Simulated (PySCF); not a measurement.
# KI+: from the state search to spectroscopic constants

An exercise on one series of results from a longer session: the logs are not shown, and one member is left open.

The runs use PySCF 2.14.0; K x2c-SVPall, I x2c-SVPall, spin-free X2C with a Gaussian nucleus.

The first run:

Settings of the job:

```yaml
atoms: K, I
charge: 1
basis: K x2c-SVPall, I x2c-SVPall
Hamiltonian: spin-free X2C with a Gaussian nucleus
basis_functions: 60
electrons_treated: 71
masses_in_u: 38.9637, 126.9045
levels: PBE0, PBE, r²SCAN, TPSSh, PBEsol, r²SCAN0, LC-ωPBE, HF, MP2, SCS-MP2, CCSD, CCSD(T)
grid: 80 radial by 434 angular points
occupations: held fixed by the projection of orbital angular momentum
dissociation_limit: K+ + I, each in its ground configuration
starting_distance_in_angstrom: 3.355
values_of_2S_to_try: 1, 3
```

On the command line:

```sh
$ OMP_NUM_THREADS=1 python dia.py task.json out
```

Among the steps run: The job; First curve: PBE0; Higher solutions at PBE0; PBE; r²SCAN; TPSSh (hybrid meta-GGA); PBEsol (GGA); r²SCAN0 (hybrid meta-GGA); LC-ωPBE; UHF (mean field); Adding correlation.

One of the session's tables, all rows but one given; the rest of the session is left out.

Energy (eV) from each level's lowest point:

```
R (Å)    UHF  UHF-MP2  UHF-SCS-MP2  UHF-CCSD  UHF-CCSD(T)
3.106  0.250    0.214        0.222       n/a          n/a
3.251  0.121    0.097        0.102     0.100        0.099
3.395  0.049    0.033        0.036     0.035        0.035
3.504  0.019    0.010        0.011     0.010        0.010
3.612  0.005    0.000        0.001     0.000        0.000
3.720  0.000    0.000        0.000     0.000        0.000
3.865  0.005    0.012        0.010     0.011        0.011
4.045      ?        ?            ?         ?            ?
4.262  0.047    0.070        0.066     0.069        0.071
4.551  0.084    0.117        0.112       n/a          n/a
```

**Question.** Estimate the row for R (Å) = 4.045.

Worked estimate for «UHF». A straight line through the neighbours (3.865, 0.005) and (4.262, 0.047) gives 0.005 + (0.047 − 0.005) × (4.045 − 3.865) / (4.262 − 3.865) = 0.024; a parabola fitted to 4 rows on both sides gives 0.022.

**Answer.** UHF: 0.021; UHF-MP2: 0.035; UHF-SCS-MP2: 0.033; UHF-CCSD: 0.034; UHF-CCSD(T): 0.035. In «UHF» the line misses by +0.003 and the parabola by +0.001.

To keep in mind: At some levels the lowest empty orbital lies below the highest filled one (the two can be of opposite spin).
